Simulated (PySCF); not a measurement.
**WOF₂: one geometry, several methods**

Aim: at the PBE0 minimum of singlet WOF₂, found before, compare methods on energies and levels.

Method: several methods, basis W def2-SVP with ECP60, O def2-SVP, F def2-SVP, scalar-relativistic core potentials, no spin–orbit coupling, density fitting; program: PySCF 2.14.0.

## 1. Starting geometry

4 atoms, charge 0, spin multiplicity 1.

Bond lengths: W1–O2 1.670 Å, W1–F3 1.840 Å, W1–F4 1.840 Å. Angles: O2–W1–F3 112.9°, O2–W1–F4 112.9°, F3–W1–F4 134.1°.

Z-matrix (Å, degrees; charge 0 multiplicity 1):
```
W
O  1 1.6701
F  1 1.8398 2 112.93
F  1 1.8398 2 112.93 3 180.00
```

## 2. Real-space pictures of the lowest minimum

The plane holds W1 at (0.00, 0.00), O2 at (1.67, 0.00), F3 at (-0.72, 1.69), F4 at (-0.72, -1.69) Å. Columns run from x = -2.85 to 4.05 Å, rows from y = 4.05 (top) to -3.75 Å, in steps of 0.3 Å. Electrons inside core potentials are absent.

Density (cut at 5 e/Å³):

Ten steps from '0' (0.000 e/Å³) to '9' (5.000 e/Å³), finer at the low end (step k begins (100^(k/10) - 1)/99 of the way up):
```
000000000000000000000000
000000000000000000000000
000000000000000000000000
000000000000000000000000
000001121100000000000000
000012444310000000000000
000125787531000000000000
000137999742000000000000
000147999852100000000000
000136999742111110000000
000124677653333332100000
000013457886556654210000
000012469999778986310000
000002489229889997420000
000002489229889997420000
000012469999778986310000
000013457886556654210000
000124677653333332100000
000136999742111110000000
000147999852100000000000
000137999742000000000000
000125787531000000000000
000012444310000000000000
000001121100000000000000
000000000000000000000000
000000000000000000000000
000000000000000000000000
```

ELF (0 where the density is under 0.005 e/Å³):

Ten even steps from '0' (0.00) to '9' (1.00):
```
000000000000000000000000
000000000000000000000000
000000000000000000000000
000000111000000000000000
000012333310000000000000
000124676531000000000000
000247888753000000000000
001368848863000000000000
001368794862000110000000
000358878741013333200000
000146775210035665420000
000012212674147887531000
000000148898368888742000
000000388008466459852000
000000388008466459852000
000000148898368888742000
000012212674147887531000
000146775210035665420000
000358878741013333200000
001368794862000110000000
001368848863000000000000
000247888753000000000000
000124676531000000000000
000012333310000000000000
000000111000000000000000
000000000000000000000000
000000000000000000000000
```

Highest occupied orbital at -6.91 eV (sign arbitrary; one member if degenerate):

Ten even steps from '0' (-0.56 Å^-3/2) to '9' (0.10 Å^-3/2):
```
888888888888888888888888
888888888888888888888888
888888888888888888888888
888888888888888888888888
888888888888888888888888
888888888888888888888888
888887778888888888888888
888887668888888888888888
888887699888888888888888
888888888888888888888888
888888887667888888888888
888888875335788877888888
888888862002688777788888
888898751771589856788888
888898751771589856788888
888888862002688777788888
888888875335788877888888
888888887667888888888888
888888888888888888888888
888887699888888888888888
888887668888888888888888
888887778888888888888888
888888888888888888888888
888888888888888888888888
888888888888888888888888
888888888888888888888888
888888888888888888888888
```

Values on the line from W1 (at 0) through O2 (at 1.670 Å):

```tsv
distance (Å)	density (e/Å³)	ELF	electrostatic potential (V)
0.75	2.45	0.465	49.8
0.92	1.98	0.442	31
1.09	2.75	0.745	31.3
1.25	4.66	0.754	61.3
1.42	8.06	0.173	176
1.59	178	0.99	921
1.84	21.7	0.239	343
2.00	6.05	0.634	94.8
2.17	2.99	0.9	31.1
2.34	1.33	0.905	10.1
2.51	0.552	0.853	2.76
2.67	0.224	0.726	0.18
```

Making the fields ran for 1 s (2 threads of Intel Xeon Platinum 8488C (Sapphire Rapids), shared host).

## 3. PBE0

The steps are one call of a driver around PySCF; scf.py gives each level's set-up. Each SCF starts from the density of the minimum. The driver also runs the species with one electron less or more at the same geometry; their logs are not shown.

scf.py reads:

```python
from pyscf import gto, scf, dft
mol = gto.M(atom='''
W     -0.003032    -0.000000    -0.001896
O     -1.418971    -0.000000    -0.887547
F     -0.293989     0.000000     1.814722
F      1.503125    -0.000000    -1.058424''',
    basis={'W': 'def2-SVP', 'O': 'def2-SVP', 'F': 'def2-SVP'},
    ecp={'W': 'def2-SVP'},
    charge=0, spin=0)
mf = dft.RKS(mol, xc='PBE0')
mf.grids.atom_grid = (75, 302)
aux = {'W': 'def2-universal-JKFIT', 'O': 'def2-universal-JKFIT', 'F': 'def2-universal-JKFIT'}
mf = mf.density_fit(auxbasis=aux)
mf.conv_tol = 1e-08
mf.diis_space = 10
mf.max_cycle = 60
mf.verbose = 4
mf.kernel()
```

Command:

```sh
OMP_NUM_THREADS=2 python axn.py task.json out
```

Log:

```text
init E= -341.614526327832
  HOMO = -0.253820312916918  LUMO = -0.123909183074442  gap/eV = 3.53506
cycle= 1 E= -341.614526322231  delta_E= 5.6e-09  |g|= 0.000182  |ddm|= 0.000166
  HOMO = -0.253845303081754  LUMO = -0.123937931630891  gap/eV = 3.53496
cycle= 2 E= -341.614526270948  delta_E= 5.13e-08  |g|= 0.000543  |ddm|= 0.000487
  HOMO = -0.253826958993923  LUMO = -0.123916228983369  gap/eV = 3.53505
cycle= 3 E= -341.614526328287  delta_E= -5.73e-08  |g|= 4.46e-05  |ddm|= 0.000372
  HOMO = -0.253826774139778  LUMO = -0.123916427130236  gap/eV = 3.53504
cycle= 4 E= -341.614526328644  delta_E= -3.57e-10  |g|= 2.57e-07  |ddm|= 2.75e-05
  HOMO = -0.25382679742324  LUMO = -0.123916440326674  gap/eV = 3.53504
Extra cycle  E= -341.614526328643  delta_E= 9.09e-13  |g|= 4.9e-07  |ddm|= 4.77e-07
converged SCF energy = -341.614526328643
```

This level, with the species of one electron less or more, took 4.2 s.

- energy: -341.614526 Eh
- one electron less (charge +1): -341.276879 Eh (doublet, ⟨S²⟩ 0.76)
- one electron more (charge -1): -341.658630 Eh (doublet, ⟨S²⟩ 0.76)
- Mulliken charge of W1: +0.90 e

## 4. HF

Edit scf.py of step 3 so:

```diff
@@ -10,2 +10 @@
-mf = dft.RKS(mol, xc='PBE0')
-mf.grids.atom_grid = (75, 302)
+mf = scf.RHF(mol)
```

Log (excerpt; [...] marks lines left out):

```text
[... the frontier levels of the middle cycles are left out ...]
init E= -339.948161900973
  HOMO = -0.327712177663358  LUMO = 0.0563772796451776  gap/eV = 10.45161
cycle= 1 E= -339.979346515323  delta_E= -0.0312  |g|= 0.202  |ddm|= 0.539
  HOMO = -0.396131063333865  LUMO = 0.00789105866070616  gap/eV = 10.99400
cycle= 2 E= -339.980699384795  delta_E= -0.00135  |g|=  0.2  |ddm|= 0.39
  HOMO = -0.373763271659111  LUMO = 0.0372130481077298  gap/eV = 11.18324
cycle= 3 E= -339.988698868094  delta_E= -0.008  |g|= 0.0358  |ddm|= 0.173
cycle= 4 E= -339.989131825504  delta_E= -0.000433  |g|= 0.0143  |ddm|= 0.0467
cycle= 5 E= -339.989285962081  delta_E= -0.000154  |g|= 0.00475  |ddm|= 0.0435
cycle= 6 E= -339.989306363804  delta_E= -2.04e-05  |g|= 0.00188  |ddm|= 0.0168
cycle= 7 E= -339.989309705613  delta_E= -3.34e-06  |g|= 0.00034  |ddm|= 0.00906
cycle= 8 E= -339.989309836949  delta_E= -1.31e-07  |g|= 0.000158  |ddm|= 0.00145
cycle= 9 E= -339.989309867823  delta_E= -3.09e-08  |g|= 7.08e-05  |ddm|= 0.00055
cycle= 10 E= -339.989309875604  delta_E= -7.78e-09  |g|= 1.57e-05  |ddm|= 0.000347
  HOMO = -0.3760354168544  LUMO = 0.0413384366949302  gap/eV = 11.35732
Extra cycle  E= -339.989309875837  delta_E= -2.33e-10  |g|= 9.72e-06  |ddm|= 4.74e-05
converged SCF energy = -339.989309875837
```

This level, with the species of one electron less or more, took 3.2 s.

| Quantity | Value |
| --- | --- |
| energy | -339.989310 Eh |
| one electron less (charge +1) | -339.672245 Eh (doublet, ⟨S²⟩ 1.14) |
| one electron more (charge -1) | -340.021394 Eh (doublet, ⟨S²⟩ 0.78) |
| Mulliken charge of W1 | +1.42 e |

## 5. PBE

Edit scf.py of step 4 so:

```diff
@@ -10 +10,2 @@
-mf = scf.RHF(mol)
+mf = dft.RKS(mol, xc='PBE')
+mf.grids.atom_grid = (75, 302)
```

Log (excerpt; [...] marks lines left out):

```text
[... the frontier levels of the middle cycles are left out ...]
init E= -341.690840286754
  HOMO = -0.21450662765923  LUMO = -0.170617599844906  gap/eV = 1.19428
cycle= 1 E= -341.683772158566  delta_E= 0.00707  |g|= 0.249  |ddm|= 0.346
  HOMO = -0.169246594572407  LUMO = -0.125144844365064  gap/eV = 1.20007
cycle= 2 E= -341.545502312373  delta_E= 0.138  |g|= 0.848  |ddm|= 0.86
  HOMO = -0.203503566919203  LUMO = -0.16218109181985  gap/eV = 1.12444
cycle= 3 E= -341.692028201569  delta_E= -0.147  |g|= 0.149  |ddm|= 0.69
cycle= 4 E= -341.696324947391  delta_E= -0.0043  |g|= 0.0119  |ddm|=  0.1
cycle= 5 E= -341.696330136807  delta_E= -5.19e-06  |g|= 0.00904  |ddm|= 0.0176
cycle= 6 E= -341.696349186932  delta_E= -1.91e-05  |g|= 0.00126  |ddm|= 0.0103
cycle= 7 E= -341.696349461852  delta_E= -2.75e-07  |g|= 0.000432  |ddm|= 0.000994
cycle= 8 E= -341.696349499328  delta_E= -3.75e-08  |g|= 5.32e-05  |ddm|= 0.000297
cycle= 9 E= -341.696349499748  delta_E= -4.2e-10  |g|= 2.39e-05  |ddm|= 4.48e-05
  HOMO = -0.205620333226328  LUMO = -0.163206270857295  gap/eV = 1.15415
Extra cycle  E= -341.696349498874  delta_E= 8.74e-10  |g|= 7.27e-05  |ddm|= 6.2e-05
converged SCF energy = -341.696349498874
```

This level, with the species of one electron less or more, took 8.7 s.

- energy: -341.696349 Eh
- one electron less (charge +1): -341.367204 Eh (doublet, ⟨S²⟩ 0.76)
- one electron more (charge -1): -341.731225 Eh (doublet, ⟨S²⟩ 0.76)
- Mulliken charge of W1: +0.69 e

## 6. B3LYP

Edit scf.py of step 5 so:

```diff
@@ -10 +10 @@
-mf = dft.RKS(mol, xc='PBE')
+mf = dft.RKS(mol, xc='B3LYP')
```

Log (excerpt; [...] marks lines left out):

```text
[... the frontier levels of the middle cycles are left out ...]
init E= -341.924253268666
  HOMO = -0.245187816114839  LUMO = -0.131409153885194  gap/eV = 3.09608
cycle= 1 E= -341.924682443082  delta_E= -0.000429  |g|= 0.0474  |ddm|= 0.125
  HOMO = -0.249566318311679  LUMO = -0.135503102142966  gap/eV = 3.10382
cycle= 2 E= -341.921566529751  delta_E= 0.00312  |g|= 0.137  |ddm|= 0.11
  HOMO = -0.245217200210821  LUMO = -0.13095375169291  gap/eV = 3.10927
cycle= 3 E= -341.924996650575  delta_E= -0.00343  |g|= 0.0206  |ddm|= 0.0965
cycle= 4 E= -341.925075618386  delta_E= -7.9e-05  |g|= 0.00447  |ddm|= 0.0156
cycle= 5 E= -341.925079660577  delta_E= -4.04e-06  |g|= 0.000557  |ddm|= 0.00451
cycle= 6 E= -341.925079729398  delta_E= -6.88e-08  |g|= 0.000145  |ddm|= 0.000738
cycle= 7 E= -341.925079733668  delta_E= -4.27e-09  |g|= 1.19e-05  |ddm|= 0.000123
  HOMO = -0.246370320774673  LUMO = -0.132694426631378  gap/eV = 3.09328
Extra cycle  E= -341.92507973365  delta_E= 1.87e-11  |g|= 1.9e-05  |ddm|= 3.53e-05
converged SCF energy = -341.92507973365
```

This level, with the species of one electron less or more, ran for 7 s (2 threads of Intel Xeon Platinum 8488C (Sapphire Rapids), shared host).

```
energy                        : -341.925080 Eh
one electron less (charge +1) : -341.582969 Eh (doublet, ⟨S²⟩ 0.76)
one electron more (charge -1) : -341.967425 Eh (doublet, ⟨S²⟩ 0.76)
Mulliken charge of W1         : +0.86 e
```

## 7. r2SCAN

Edit scf.py of step 6 so:

```diff
@@ -10,2 +10,2 @@
-mf = dft.RKS(mol, xc='B3LYP')
-mf.grids.atom_grid = (75, 302)
+mf = dft.RKS(mol, xc='R2SCAN')
+mf.grids.atom_grid = (90, 434)
```

Log (excerpt; [...] marks lines left out):

```text
[... the frontier levels of the middle cycles are left out ...]
init E= -341.819485625943
  HOMO = -0.222357460818518  LUMO = -0.16213207356612  gap/eV = 1.63882
cycle= 1 E= -341.820010185368  delta_E= -0.000525  |g|= 0.0653  |ddm|= 0.133
  HOMO = -0.205562861070792  LUMO = -0.144561659413871  gap/eV = 1.65993
cycle= 2 E= -341.810545120694  delta_E= 0.00947  |g|= 0.223  |ddm|= 0.234
  HOMO = -0.215340967251098  LUMO = -0.155274705261956  gap/eV = 1.63449
cycle= 3 E= -341.820709788831  delta_E= -0.0102  |g|= 0.0353  |ddm|= 0.169
cycle= 4 E= -341.820959221622  delta_E= -0.000249  |g|= 0.00809  |ddm|= 0.0298
cycle= 5 E= -341.820971335679  delta_E= -1.21e-05  |g|= 0.000963  |ddm|= 0.00741
cycle= 6 E= -341.820971525514  delta_E= -1.9e-07  |g|= 0.000208  |ddm|= 0.000803
cycle= 7 E= -341.820971534125  delta_E= -8.61e-09  |g|= 2.38e-05  |ddm|= 0.000173
  HOMO = -0.217429108599728  LUMO = -0.157418171981345  gap/eV = 1.63298
Extra cycle  E= -341.820971532823  delta_E= 1.3e-09  |g|= 8.41e-05  |ddm|= 8.15e-05
converged SCF energy = -341.820971532823
```

This level, with the species of one electron less or more, took 18 s.

- energy: -341.820972 Eh
- one electron less (charge +1): -341.490598 Eh (doublet, ⟨S²⟩ 0.76)
- one electron more (charge -1): -341.860813 Eh (doublet, ⟨S²⟩ 0.76)
- Mulliken charge of W1: +0.86 e

## 8. TPSSh

Edit scf.py of step 7 so:

```diff
@@ -10 +10 @@
-mf = dft.RKS(mol, xc='R2SCAN')
+mf = dft.RKS(mol, xc='TPSSH')
```

Log (excerpt; [...] marks lines left out):

```text
[... the frontier levels of the middle cycles are left out ...]
init E= -341.883992277391
  HOMO = -0.231126541973822  LUMO = -0.143791814420542  gap/eV = 2.37650
cycle= 1 E= -341.884642065735  delta_E= -0.00065  |g|= 0.031  |ddm|= 0.0913
  HOMO = -0.223032453330273  LUMO = -0.136674078642283  gap/eV = 2.34993
cycle= 2 E= -341.88380478661  delta_E= 0.000837  |g|= 0.0721  |ddm|= 0.0967
  HOMO = -0.22761101661272  LUMO = -0.1409557404541  gap/eV = 2.35801
cycle= 3 E= -341.884843356175  delta_E= -0.00104  |g|= 0.0107  |ddm|= 0.0593
cycle= 4 E= -341.884855142794  delta_E= -1.18e-05  |g|= 0.00693  |ddm|= 0.0103
cycle= 5 E= -341.884864903068  delta_E= -9.76e-06  |g|= 0.000548  |ddm|= 0.00555
cycle= 6 E= -341.884864965546  delta_E= -6.25e-08  |g|= 0.000139  |ddm|= 0.000637
cycle= 7 E= -341.884864968941  delta_E= -3.4e-09  |g|= 2.09e-05  |ddm|= 0.000116
  HOMO = -0.228261306691042  LUMO = -0.141810465326689  gap/eV = 2.35245
Extra cycle  E= -341.88486496863  delta_E= 3.11e-10  |g|= 4.65e-05  |ddm|= 4.92e-05
converged SCF energy = -341.88486496863
```

This level, with the species of one electron less or more, took 18 s.

```
energy                        : -341.884865 Eh
one electron less (charge +1) : -341.552742 Eh (doublet, ⟨S²⟩ 0.76)
one electron more (charge -1) : -341.922037 Eh (doublet, ⟨S²⟩ 0.76)
Mulliken charge of W1         : +0.86 e
```

## 9. M06-2X

Edit scf.py of step 8 so:

```diff
@@ -10 +10 @@
-mf = dft.RKS(mol, xc='TPSSH')
+mf = dft.RKS(mol, xc='M062X')
```

Log (excerpt; [...] marks lines left out):

```text
[... the frontier levels of the middle cycles are left out ...]
init E= -341.671653739624
  HOMO = -0.293590033456219  LUMO = -0.0666633470922712  gap/eV = 6.17499
cycle= 1 E= -341.674048937616  delta_E= -0.0024  |g|= 0.075  |ddm|= 0.169
  HOMO = -0.315472785123308  LUMO = -0.0888098407739173  gap/eV = 6.16781
cycle= 2 E= -341.671720988839  delta_E= 0.00233  |g|= 0.135  |ddm|= 0.193
  HOMO = -0.305114778722587  LUMO = -0.0771262922165784  gap/eV = 6.20388
cycle= 3 E= -341.67513452809  delta_E= -0.00341  |g|= 0.0244  |ddm|= 0.109
cycle= 4 E= -341.675246365509  delta_E= -0.000112  |g|= 0.00539  |ddm|= 0.0183
cycle= 5 E= -341.675253247924  delta_E= -6.88e-06  |g|= 0.00141  |ddm|= 0.0066
cycle= 6 E= -341.675254642861  delta_E= -1.39e-06  |g|= 0.000318  |ddm|= 0.00501
cycle= 7 E= -341.675254716585  delta_E= -7.37e-08  |g|= 0.000116  |ddm|= 0.000968
cycle= 8 E= -341.67525472494  delta_E= -8.35e-09  |g|= 2.28e-05  |ddm|= 0.000335
  HOMO = -0.303988055786292  LUMO = -0.0752469178813728  gap/eV = 6.22436
Extra cycle  E= -341.675254725613  delta_E= -6.73e-10  |g|= 1.46e-05  |ddm|= 8.89e-05
converged SCF energy = -341.675254725613
```

This level, with the species of one electron less or more, took 20 s.

| Item | Value |
| --- | --- |
| energy | -341.675255 Eh |
| one electron less (charge +1) | -341.326641 Eh (doublet, ⟨S²⟩ 0.76) |
| one electron more (charge -1) | -341.719039 Eh (doublet, ⟨S²⟩ 0.76) |
| Mulliken charge of W1 | +0.99 e |

## 10. BP86

Edit scf.py of step 9 so:

```diff
@@ -10,2 +10,2 @@
-mf = dft.RKS(mol, xc='M062X')
-mf.grids.atom_grid = (90, 434)
+mf = dft.RKS(mol, xc='B88,P86')
+mf.grids.atom_grid = (75, 302)
```

Log (excerpt; [...] marks lines left out):

```text
[... the frontier levels of the middle cycles are left out ...]
init E= -342.024618832926
  HOMO = -0.219350693889147  LUMO = -0.17554444063218  gap/eV = 1.19203
cycle= 1 E= -342.01781283274  delta_E= 0.00681  |g|= 0.245  |ddm|= 0.349
  HOMO = -0.17359525110232  LUMO = -0.129620980341585  gap/eV = 1.19660
cycle= 2 E= -341.88483653577  delta_E= 0.133  |g|= 0.833  |ddm|= 0.836
  HOMO = -0.207370059970433  LUMO = -0.166036349764383  gap/eV = 1.12475
cycle= 3 E= -342.025732727284  delta_E= -0.141  |g|= 0.148  |ddm|= 0.664
cycle= 4 E= -342.029982050007  delta_E= -0.00425  |g|= 0.0126  |ddm|=  0.1
cycle= 5 E= -342.029989579492  delta_E= -7.53e-06  |g|= 0.00927  |ddm|= 0.0192
cycle= 6 E= -342.030009668573  delta_E= -2.01e-05  |g|= 0.00127  |ddm|= 0.0101
cycle= 7 E= -342.030009945252  delta_E= -2.77e-07  |g|= 0.000429  |ddm|= 0.00094
cycle= 8 E= -342.030009982248  delta_E= -3.7e-08  |g|= 5.53e-05  |ddm|= 0.000302
cycle= 9 E= -342.030009982739  delta_E= -4.91e-10  |g|= 1.98e-05  |ddm|= 4.39e-05
  HOMO = -0.209889054484126  LUMO = -0.167537650541206  gap/eV = 1.15244
Extra cycle  E= -342.030009982088  delta_E= 6.51e-10  |g|= 6.22e-05  |ddm|= 5.23e-05
converged SCF energy = -342.030009982088
```

This level, with the species of one electron less or more, ran for 7.7 s (2 threads of Intel Xeon Platinum 8488C (Sapphire Rapids), shared host).

- energy: -342.030010 Eh
- one electron less (charge +1): -341.695817 Eh (doublet, ⟨S²⟩ 0.76)
- one electron more (charge -1): -342.068466 Eh (doublet, ⟨S²⟩ 0.76)
- Mulliken charge of W1: +0.71 e

## 11. All levels side by side

| level | atomisation energy (kJ/mol) | vertical ionisation energy (eV) | vertical electron affinity (eV) | −ε(HOMO) (eV) | gap (eV) | dipole (D) | wall time |
| --- | --- | --- | --- | --- | --- | --- | --- |
| PBE0 | 1816 | 9.19 | 1.20 | 6.91 | 3.54 | 1.42 | 4.2 s |
| HF | 1021 | 8.63 | 0.87 | 10.23 | 11.36 | 2.06 | 3.2 s |
| PBE | 2005 | 8.96 | 0.95 | 5.60 | 1.15 | 1.25 | 8.7 s |
| B3LYP | 1849 | 9.31 | 1.15 | 6.70 | 3.09 | 1.38 | 7 s |
| r2SCAN | – | 8.99 | 1.08 | 5.92 | 1.63 | 1.37 | 18 s |
| TPSSh | 1865 | 9.04 | 1.01 | 6.21 | 2.35 | 1.41 | 18 s |
| M06-2X | 1745 | 9.49 | 1.19 | 8.27 | 6.22 | 1.42 | 20 s |
| BP86 | – | 9.09 | 1.05 | 5.71 | 1.15 | 1.27 | 7.7 s |

Times are for 2 threads of Intel Xeon Platinum 8488C (Sapphire Rapids), shared host; PBE0 starts from its own converged density, so its time is not comparable. A dash stands where a species or a free atom was not run at that level, or the quantity is not defined.

Atomisation goes to high-spin atoms in their ground configurations, run at the same level, without zero-point energy.

## 12. Results

| quantity | value |
| --- | --- |
| atomisation energy, range | 1021 (HF) to 2005 (PBE) kJ/mol |
| vertical ionisation energy, range | 8.63 (HF) to 9.49 (M06-2X) eV |
| vertical electron affinity, range | 0.87 (HF) to 1.20 (PBE0) eV |
| orbital gap, range | 1.15 (BP86) to 11.36 (HF) eV |

In words: The atomisation energy spreads over 985 kJ/mol, from HF to PBE; without a CCSD(T) value for it there is no yardstick here. Spin contamination is strong in at least one of the open-shell species at HF. Without diffuse functions electron affinities tend to come out too low. Whether spin polarisation would lower the closed shell was not checked. Spin–orbit coupling, left out here, can matter for elements this heavy.
